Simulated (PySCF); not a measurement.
# Tl(SH)3: other functionals and bases at one geometry

Aim: see how levels, charges and forces of Tl(SH)3 depend on the level of theory. It is a constructed species; whether it can be made isn't addressed.

The runs use PySCF 2.14.0; several levels, as the steps say, no spin–orbit coupling.

1 further run of the same task is left out (for a known fault of the program).

## 1. The starting structure

7 atoms, charge 0, spin multiplicity 1.

Bond lengths: Tl1–S2 2.461 Å, Tl1–S4 2.461 Å, Tl1–S6 2.461 Å, S2–H3 1.352 Å, S4–H5 1.352 Å, S6–H7 1.352 Å. Angles: S2–Tl1–S4 120.0°, S2–Tl1–S6 120.0°, S4–Tl1–S6 120.0°, Tl1–S2–H3 93.0°, Tl1–S4–H5 93.0°, Tl1–S6–H7 93.0°.

Geometry (Å):

```tsv
atom	x (Å)	y (Å)	z (Å)
Tl1	0.0000	0.0000	0.5274
S2	2.4068	-0.5160	0.5271
H3	2.7585	0.7896	0.5312
S4	-0.7565	2.3423	0.5271
H5	-2.0631	1.9942	0.5312
S6	-1.6503	-1.8263	0.5271
H7	-0.6955	-2.7838	0.5312
```

Formal oxidation states: Tl +3. An earlier session relaxed this geometry at PBE0, Tl def2-SVP with ECP60, S def2-SVP, H def2-SVP (singlet, point group C3h).

At PBE0 on the finer grid: E = -1368.155169 Eh, HOMO -7.41 eV, LUMO -2.56 eV, Mulliken charge on Tl1 +0.42 e, largest force component 0.012 eV/Å. 

Levels to run: PBE; TPSS; PBE0, TZVP. Hardware: 2 threads of Arm Neoverse V2, shared host.

## 2. PBE

Input file run.py (the lines that set the calculation):

```python
mol = gto.M(atom='''
Tl     0.00000     0.00000     0.52741
S      2.40676    -0.51604     0.52705
H      2.75854     0.78961     0.53115
S     -0.75647     2.34233     0.52705
H     -2.06309     1.99416     0.53115
S     -1.65028    -1.82629     0.52705
H     -0.69545    -2.78376     0.53115''',
    basis={'Tl': 'def2-SVP', 'S': 'def2-SVP', 'H': 'def2-SVP'},
    ecp={'Tl': 'def2-SVP'},
    charge=0, spin=0)
mf = dft.RKS(mol, xc='PBE')
mf.grids.atom_grid = (75, 302)
mf = mf.density_fit()  # fitting sets: Tl def2-universal-JKFIT, S def2-universal-JKFIT, H def2-universal-JKFIT
mf.conv_tol = 1e-08; mf.max_cycle = 55
mf.kernel(dm0)  # dm0: the density of the relaxed state
```

Run with:

```bash
$ OMP_NUM_THREADS=2 python run.py
```

## 3. TPSS

run.py (the lines that set the calculation), as its differences from that of step 2:

```diff
@@ -11,3 +11,3 @@
     charge=0, spin=0)
-mf = dft.RKS(mol, xc='PBE')
+mf = dft.RKS(mol, xc='TPSS')
 mf.grids.atom_grid = (75, 302)
```

## 4. PBE0, TZVP

Basis: Tl def2-TZVP with ECP60, S def2-TZVP, H def2-TZVP. 

run.py (the lines that set the calculation), as its differences from that of step 3:

```diff
@@ -8,6 +8,6 @@
 H     -0.69545    -2.78376     0.53115''',
-    basis={'Tl': 'def2-SVP', 'S': 'def2-SVP', 'H': 'def2-SVP'},
-    ecp={'Tl': 'def2-SVP'},
+    basis={'Tl': 'def2-TZVP', 'S': 'def2-TZVP', 'H': 'def2-TZVP'},
+    ecp={'Tl': 'def2-TZVP'},
     charge=0, spin=0)
-mf = dft.RKS(mol, xc='TPSS')
+mf = dft.RKS(mol, xc='PBE0')
 mf.grids.atom_grid = (75, 302)
@@ -15,2 +15,2 @@
 mf.conv_tol = 1e-08; mf.max_cycle = 55
-mf.kernel(dm0)  # dm0: the density of the relaxed state
+mf.kernel(dm0)  # dm0: free metal ions and neutral atoms
```

Q: Predict the outcome of this session. Wanted: for each run, HOMO; gap; charge on Tl1; dipole; largest force.

As calculated:

| level | state | HOMO (eV) | gap (eV) | charge on Tl1 (e) | dipole (D) | largest force (eV/Å) | basis functions | time |
| --- | --- | --- | --- | --- | --- | --- | --- | --- |
| PBE0 (relaxed here) | singlet | -7.41 | 4.85 | 0.42 | 0.01 | 0.01 | 95 | 9.7 s |
| PBE | singlet | -6.12 | 2.83 | 0.32 | 0.01 | 0.45 | 95 | 3.3 s |
| TPSS | singlet | -6.29 | 3.02 | 0.40 | 0.01 | 0.36 | 95 | 5.2 s |
| PBE0, TZVP | singlet | -7.57 | 4.84 | 0.67 | 0.01 | 0.38 | 179 | 10 s |

Times are on 2 threads of Arm Neoverse V2, shared host; the first row also made further properties.

In one basis the HOMO–LUMO gap runs from 2.83 eV (PBE) to 4.85 eV (PBE0). The largest leftover force, 0.45 eV/Å with PBE, stands at a geometry relaxed at another level. The Mulliken charge on Tl spans +0.32 to +0.67 e over the levels. Total energies of different levels can't be compared. Spin–orbit coupling is left out throughout.
